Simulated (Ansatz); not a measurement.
**C₁₂H₈: geometry**

Wanted for C₁₂H₈: geometry.

Program: Ansatz 0.2.0. Level of theory: the levels named in each step. These are calculated values, not measurements.

## 1. The starting structure

Bond lengths (14 of 22 bonds, heavy atoms first): C1–C2 1.377 Å, C2–C3 1.409 Å, C3–C4 1.361 Å, C4–C5 1.423 Å, C1–C6 1.409 Å, C5–C6 1.361 Å, C5–C7 1.493 Å, C7–C8 1.361 Å, C8–C9 1.409 Å, C9–C10 1.377 Å, C10–C11 1.409 Å, C4–C12 1.493 Å, C7–C12 1.423 Å, C11–C12 1.361 Å. Angles (14 of 36 angles, heavy atoms first): C1–C2–C3 122.3°, C2–C1–C6 122.3°, C2–C3–C4 115.3°, C3–C4–C5 122.4°, C3–C4–C12 147.6°, C5–C4–C12 90.0°, C4–C5–C6 122.4°, C4–C5–C7 90.0°, C6–C5–C7 147.6°, C1–C6–C5 115.3°, C5–C7–C8 147.6°, C5–C7–C12 90.0°, C8–C7–C12 122.4°, C7–C8–C9 115.3°.

As a file:

```xyz
20

C     3.1510   -0.1551    0.2255
C     2.9479    1.1148   -0.2668
C     1.6596    1.6238   -0.5274
C     0.6323    0.7725   -0.2587
C     0.8424   -0.5405    0.2487
C     2.0849   -1.0345    0.5020
C    -0.6323   -0.7727    0.2583
C    -1.6595   -1.6247    0.5247
C    -2.9478   -1.1155    0.2650
C    -3.1511    0.1557   -0.2238
C    -2.0850    1.0355   -0.4994
C    -0.8424    0.5406   -0.2483
H     4.1612   -0.4931    0.4072
H     3.8029    1.7464   -0.4611
H     1.5269    2.6233   -0.9134
H     2.2707   -2.0257    0.8878
H    -1.5266   -2.6254    0.9080
H    -3.8027   -1.7476    0.4579
H    -4.1613    0.4944   -0.4040
H    -2.2709    2.0278   -0.8823
```

## 2. A rough first relaxation, PBE-D4/def2-SVP

Contents of input.yaml:

```yaml
crystal:
  periodic: [false, false, false]
  atoms:
    - { symbol: C, position_ang: [3.15104, -0.15507, 0.2255] }
    - { symbol: C, position_ang: [2.94789, 1.11479, -0.26677] }
    - { symbol: C, position_ang: [1.65959, 1.62375, -0.52736] }
    - { symbol: C, position_ang: [0.63231, 0.77255, -0.25869] }
    - { symbol: C, position_ang: [0.84237, -0.5405, 0.24871] }
    - { symbol: C, position_ang: [2.08486, -1.03452, 0.50202] }
    - { symbol: C, position_ang: [-0.63229, -0.7727, 0.2583] }
    - { symbol: C, position_ang: [-1.65945, -1.62475, 0.5247] }
    - { symbol: C, position_ang: [-2.94779, -1.11545, 0.26503] }
    - { symbol: C, position_ang: [-3.15113, 0.15573, -0.22376] }
    - { symbol: C, position_ang: [-2.085, 1.03553, -0.49936] }
    - { symbol: C, position_ang: [-0.84239, 0.54064, -0.24832] }
    - { symbol: H, position_ang: [4.16116, -0.49313, 0.40724] }
    - { symbol: H, position_ang: [3.80288, 1.74635, -0.46113] }
    - { symbol: H, position_ang: [1.52691, 2.62329, -0.91345] }
    - { symbol: H, position_ang: [2.27066, -2.02571, 0.88775] }
    - { symbol: H, position_ang: [-1.52662, -2.62535, 0.90797] }
    - { symbol: H, position_ang: [-3.80271, -1.74758, 0.45787] }
    - { symbol: H, position_ang: [-4.16133, 0.49436, -0.40398] }
    - { symbol: H, position_ang: [-2.27094, 2.02777, -0.88227] }
basis:
  gaussian: { orbitals: def2-SVP }
hamiltonian:
  xc: pbe
  dispersion: d4
relax:
  f_tol: 0.03
  max_steps: 200
```

The run is started by

```console
$ ansatz run input.yaml --threads 8 --pin off --max-ram 22528MiB --backend cpu --events-out ev --progress --plain --runs-dir out
```

After this run come: Relaxation, PBE0-D4/def2-TZVP.

Before running it: what results should come out? Wanted: C1–C2 at PBE0-D4/def2-TZVP; C1–C6 at PBE0-D4/def2-TZVP; C2–C3 at PBE0-D4/def2-TZVP.

The runs gave:

| quantity | value |
| --- | --- |
| C1–C2 at PBE0-D4/def2-TZVP | 1.381 Å |
| C1–C6 at PBE0-D4/def2-TZVP | 1.411 Å |
| C2–C3 at PBE0-D4/def2-TZVP | 1.411 Å |

The table above holds the result.
